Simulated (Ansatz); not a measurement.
# CH₄FSSn radical: a ladder of functionals and wavefunction methods

Aim: compute CH₄FSSn radical with functionals from several rungs and with coupled cluster, and see how far each lands from CCSD(T) at the basis-set limit for the atomisation energy.

The runs use Ansatz 0.2.0, Gaussian basis; functionals in def2-TZVPP, the program's frozen cores in correlated methods.

Levels to be run: LDA (SPW92), PBE-D4, revPBE-D4, BLYP-D4, r2SCAN-D4, B97M-V, PBE0-D4, B3LYP-D4, r2SCANh-D4, r2SCAN0-D4, HSE06-D4, BHLYP-D4, CAM-B3LYP-D4, LC-ωPBE, ωB97X-V, ωB97M-V, B2PLYP, PBE-QIDH; CCSD(T)/def2-SVP; CCSD(T)/def2-TZVPP; MP2/def2-QZVPP; extrapolation to the limit; RPA on PBE.

**1. The relaxed structure**

All runs share one geometry, relaxed beforehand with PBE0-D4 in a triple-zeta def2 set. Sn takes the def2 core potential; no spin-orbit term is included.

SMILES `[CH3][Sn]([F])[SH]`, 8 atoms, charge 0, spin multiplicity 2.

Atoms are counted from 1 here; the program's logs count them from 0.

Bond lengths: C1–Sn2 2.168 Å, C1–H5 1.088 Å, C1–H6 1.089 Å, C1–H7 1.091 Å, Sn2–F3 1.941 Å, Sn2–S4 2.424 Å, S4–H8 1.345 Å. Angles: Sn2–C1–H5 109.6°, Sn2–C1–H6 109.0°, Sn2–C1–H7 105.6°, H5–C1–H6 110.7°, H5–C1–H7 110.8°, H6–C1–H7 110.9°, C1–Sn2–F3 103.8°, C1–Sn2–S4 109.4°, F3–Sn2–S4 101.7°, Sn2–S4–H8 90.9°.

**2. LDA**

This LDA is Slater exchange with PW92 correlation.

in.yaml

```yaml
crystal:
  periodic: [false, false, false]
  atoms:
    - {symbol: C, position_ang: [0.587867, 1.174656, -0.623713]}
    - {symbol: Sn, position_ang: [-0.909780, 0.006162, 0.421710]}
    - {symbol: F, position_ang: [-0.135985, -0.268918, 2.180433]}
    - {symbol: S, position_ang: [-0.931500, -2.250509, -0.464154]}
    - {symbol: H, position_ang: [0.550797, 2.206805, -0.281192]}
    - {symbol: H, position_ang: [0.398790, 1.116543, -1.694766]}
    - {symbol: H, position_ang: [1.545359, 0.717427, -0.372017]}
    - {symbol: H, position_ang: [-1.013347, -2.759264, 0.777799]}
basis:
  gaussian: {orbitals: def2-TZVPP}
magnetization: {spin_polarized: true, initial_magnetization: 1}
hamiltonian: {xc: lda}
output: {orbitals: {seedname: orbitals}}
```

Started as:

```sh
> ansatz run in.yaml --threads 4 --pin off --events-out ev --progress --plain --max-ram 10444MiB
```

Further steps of the session: PBE-D4 (GGA); revPBE-D4 (GGA); BLYP-D4 (GGA); r2SCAN-D4 (meta-GGA); B97M-V (meta-GGA); PBE0-D4 (hybrid); B3LYP-D4 (hybrid); r2SCANh-D4 (hybrid); r2SCAN0-D4 (hybrid); HSE06-D4 (hybrid); BHLYP-D4 (hybrid); CAM-B3LYP-D4 (range-separated); LC-ωPBE (range-separated); ωB97X-V (range-separated); ωB97M-V (range-separated); B2PLYP (double hybrid); PBE-QIDH (double hybrid); CCSD(T) in def2-SVP; CCSD(T) in def2-TZVPP; MP2 in def2-QZVPP; RPA on PBE orbitals.

Before running them: what should the planned runs give, taken together? Wanted: atomisation energy, CCSD(T)/CBS; farthest beyond LDA; mean size of error, GGA; mean size of error, meta-GGA; mean size of error, hybrid; mean size of error, range-separated; mean size of error, double hybrid; gap, smallest and largest; T1 diagnostic.

As calculated:

| quantity | value |
| --- | --- |
| atomisation energy, CCSD(T)/CBS | 617.3 kcal/mol |
| functionals within 6.2 kcal/mol (1.0 %) | revPBE-D4, BLYP-D4, r2SCAN-D4, B97M-V, PBE0-D4, B3LYP-D4, r2SCANh-D4, HSE06-D4, CAM-B3LYP-D4, ωB97X-V, ωB97M-V |
| farthest beyond LDA | BHLYP-D4 (-25.1 kcal/mol) |
| mean size of error, GGA | 6.1 kcal/mol |
| mean size of error, meta-GGA | 3.2 kcal/mol |
| mean size of error, hybrid | 9.1 kcal/mol |
| mean size of error, range-separated | 3.9 kcal/mol |
| mean size of error, double hybrid | 11.9 kcal/mol |
| gap, smallest and largest | 0.62 eV (LDA (SPW92)), 7.42 eV (LC-ωPBE) |
| T1 diagnostic | 0.0162 |
| triples share of the correlation energy | 3.5 % |

**Reading.** LDA overbinds by 91.0 kcal/mol (15 %). PBE-D4 misses by +10.3 kcal/mol. Double hybrids carry the basis error of their MP2 part in triple zeta, and no dispersion term here, so their miss is partly the set-up's. The rungs meta-GGA, range-separated, GGA miss on average by less than the doubt on the reference (6.2 kcal/mol), so they tie. The reference freezes the cores and leaves out spin-orbit coupling and excitations past (T), and its outer-core shells are covered unevenly, so misses under about 6.2 kcal/mol can't be ranked. All levels share the lack of spin-orbit coupling, which lowers the free heavy atoms and so the true binding. Hartree-Fock recovers 71 % of the binding; the rest is correlation. CCSD(T) in def2-SVP is off by -51.5 kcal/mol, more than most functionals: a good method in a small basis is no reference. The gap grows from 0.6 to 7.4 eV across the functionals, mostly with the share of exact exchange. Correlated methods include outer-core shells of Sn, which these sets cover unevenly.
